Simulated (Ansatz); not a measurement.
# CuAs: a line through a two-coordinate scan

An exercise on one series of results from a longer session: the logs are not shown, and one member is left open.

Program: Ansatz 0.2.0. Level of theory: DFT LDA, scalar-relativistic, plane waves, PAW. These are calculated values, not measurements.

15 further runs of the same task are left out: 15 set aside as unsound or not needed.

### The system as given

Symmetry: P6_3/mmc, No. 194, hexagonal system. Conventional cell: a = 3.780 Å, b = 3.780 Å, c = 4.858 Å, α = 90.00°, β = 90.00°, γ = 120.00°. Cu (site symmetry -3m) is surrounded by 2 Cu at 2.43 Å and 6 As at 2.50 Å. As (site symmetry -6m2) is surrounded by 6 Cu at 2.50 Å.

Coordinates:

```
CELL_PARAMETERS angstrom
3.77968 0.00000 0.00000
-1.88984 3.27330 0.00000
0.00000 0.00000 4.85804
ATOMIC_POSITIONS crystal
Cu 0.00000 0.00000 0.50000
Cu 0.00000 0.00000 0.00000
As 0.66667 0.33333 0.75000
As 0.33333 0.66667 0.25000
```

It goes back to an entry of the Materials Project, which need not be the stable form.

It is the result of an earlier relaxation at this level (volume 15.03 Å³/atom; gap on the mesh: none (metal)).

### Plan of the line

The energy is mapped over volume and the cell's shape.

The axes are (1) volume per atom: 7 values from 13.824 to 16.228 Å³; (2) c/a of the conventional cell: 7 values from 1.071 to 1.542.

Nothing else is relaxed (symmetry fixes all fractional coordinates). Energies count from the relaxed crystal. Points are written as (first, second).

Set-up of the first run:

File input.yaml:

```yaml
crystal:
  lattice:
    - [3.9060441479, 0.0, 0.0]
    - [-1.953022074, 3.3827334604, 0.0]
    - [0.0, 0.0, 4.1849357001]
  atoms:
    - { symbol: Cu, position: [0.0, 0.0, 0.5] }
    - { symbol: Cu, position: [0.0, 0.0, 0.0] }
    - { symbol: As, position: [0.6666666667, 0.3333333333, 0.75] }
    - { symbol: As, position: [0.3333333333, 0.6666666667, 0.25] }
basis:
  ecutwfc: 520.0
kpoints:
  mp_grid: { grid: [15, 15, 10] }
hamiltonian:
  xc: lda
scf:
  occupations: { method: gaussian, width: 0.15 }
output:
  forces: true
  stress: true
  eigenvalues: true
  write_density: true
  write_potential: true
  elf: true
  volumetric_format: npy
```

Started as:

```sh
$ ansatz run input.yaml --threads 2 --pin off --max-ram 4096MiB --backend cpu --events-out ev --progress --plain --runs-dir out
```

Steps of the session up to this table: Grid point (13.824 Å³, 1.071); Grid point (14.225 Å³, 1.071); Grid point (15.026 Å³, 1.071); Grid point (15.427 Å³, 1.071); The run at (15.827 Å³, 1.071); The run at (16.228 Å³, 1.071).

One of the session's tables, all rows but one given; the rest of the session is left out.

| volume per atom (Å³) | energy (meV/atom) | slope (meV/atom per Å³) | pressure (GPa) |
| --- | --- | --- | --- |
| 13.824 | 248 | −110 | 17.7 |
| 14.225 | ? | ? | ? |
| 14.625 | 186 | −48 | 7.7 |
| 15.026 | 172 | −23 | 3.7 |
| 15.427 | 168 | −1 | 0.2 |
| 15.827 | 171 | 17 | −2.7 |
| 16.228 | 181 | 33 | −5.3 |

Estimate the missing values for volume per atom (Å³) = 14.225.

Worked estimate for «energy (meV/atom)». A straight line through the neighbours (13.824, 248) and (14.625, 186) gives 248 + (186 − 248) × (14.225 − 13.824) / (14.625 − 13.824) = 217; a parabola fitted to 3 rows on both sides gives 211.

The run gave: energy (meV/atom): 211; slope (meV/atom per Å³): −77; pressure (GPa): 12.3. In «energy (meV/atom)» the line misses by +6 and the parabola by +0.

Energies count from the relaxed crystal. Rows without a step come from runs not printed here or follow by symmetry. Slopes come from the forces (and the stress, where the cell changes), not from differences of energies.

In words: The lowest point of the line is at 15.427 Å³, 168 meV/atom from the zero. A fit to energies and slopes at the lowest point and its two neighbours puts the minimum at 15.4565 Å³, with a curvature of about 49 meV/atom per (Å³)². V·d²E/dV² there is about 120 GPa, a bulk modulus under this line's constraint. The well is lopsided: two grid steps out, the energy rises by 19 meV/atom towards smaller values and 13 meV/atom towards larger ones. The highest point computed, at 13.824 Å³, lies 81 meV/atom above the lowest. This is one cut through a surface in two coordinates; the map's lowest point lies off it.
